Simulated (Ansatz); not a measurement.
# CH8BNSi2: the cost of one run

Method: RKS B3LYP-D4/6-31G*, in Ansatz 0.2.0.

**1. The system as given**

Bond lengths: B1–C2 1.526 Å, C2–N3 1.467 Å, C2–Si4 1.887 Å, C2–Si5 1.851 Å, Si4–Si5 2.250 Å, B1–H6 1.218 Å, B1–H7 1.210 Å, N3–H8 1.078 Å, N3–H9 1.100 Å, Si4–H10 1.443 Å, Si4–H11 1.471 Å, Si5–H12 1.488 Å, Si5–H13 1.488 Å. Angles (14 of 24 angles, heavy atoms first): B1–C2–N3 114.5°, B1–C2–Si4 115.7°, B1–C2–Si5 114.6°, N3–C2–Si4 115.7°, N3–C2–Si5 116.3°, Si4–C2–Si5 74.0°, C2–Si4–Si5 52.3°, C2–Si5–Si4 53.7°, C2–B1–H6 123.3°, C2–B1–H7 122.4°, C2–N3–H8 106.7°, C2–N3–H9 106.8°, C2–Si4–H10 113.7°, C2–Si4–H11 112.3°.

Structure file:

```xyz
13

B    -1.1681    1.2623   -0.0894
C    -0.3595   -0.0209    0.0803
N    -1.0489   -1.0800    0.8253
Si    0.6094   -0.5857   -1.4373
Si    1.4267    0.2416    0.4893
H    -1.5428    1.9458    0.8467
H    -1.5733    1.6351   -1.1665
H    -0.3670   -1.9130    0.8810
H    -1.1365   -0.7320    1.8653
H     0.6054    0.3710   -2.5169
H     0.7114   -2.0506   -1.5221
H     2.0243   -0.7734    1.3979
H     1.8395    1.6650    0.3611
```

**2. End point A**

Input file input.yaml:

```yaml
crystal:
  periodic: [false, false, false]
  atoms:
    - { symbol: B, position_ang: [-1.1681, 1.2623, -0.0894] }
    - { symbol: C, position_ang: [-0.3595, -0.0209, 0.0803] }
    - { symbol: "N", position_ang: [-1.0489, -1.08, 0.8253] }
    - { symbol: Si, position_ang: [0.6094, -0.5857, -1.4373] }
    - { symbol: Si, position_ang: [1.4267, 0.2416, 0.4893] }
    - { symbol: H, position_ang: [-1.5428, 1.9458, 0.8467] }
    - { symbol: H, position_ang: [-1.5733, 1.6351, -1.1665] }
    - { symbol: H, position_ang: [-0.367, -1.913, 0.881] }
    - { symbol: H, position_ang: [-1.1365, -0.732, 1.8653] }
    - { symbol: H, position_ang: [0.6054, 0.371, -2.5169] }
    - { symbol: H, position_ang: [0.7114, -2.0506, -1.5221] }
    - { symbol: H, position_ang: [2.0243, -0.7734, 1.3979] }
    - { symbol: H, position_ang: [1.8395, 1.665, 0.3611] }
basis:
  gaussian: { orbitals: "6-31G*" }
hamiltonian:
  xc: b3lyp
  dispersion: d4
relax:
  f_tol: 0.015
  max_steps: 40
output:
  orbitals: {}
```

Started as:

```bash
ansatz run input.yaml --threads 2 --pin off --max-ram 3072MiB --backend cpu --events-out ev --progress --plain --runs-dir out
```

**Question.** How long does this run take on 2 threads of INTEL XEON PLATINUM 8581C at 2.10GHz (Emerald Rapids), shared host, and how much memory does it need?

About 49 s, with a peak of 0.24 GiB.
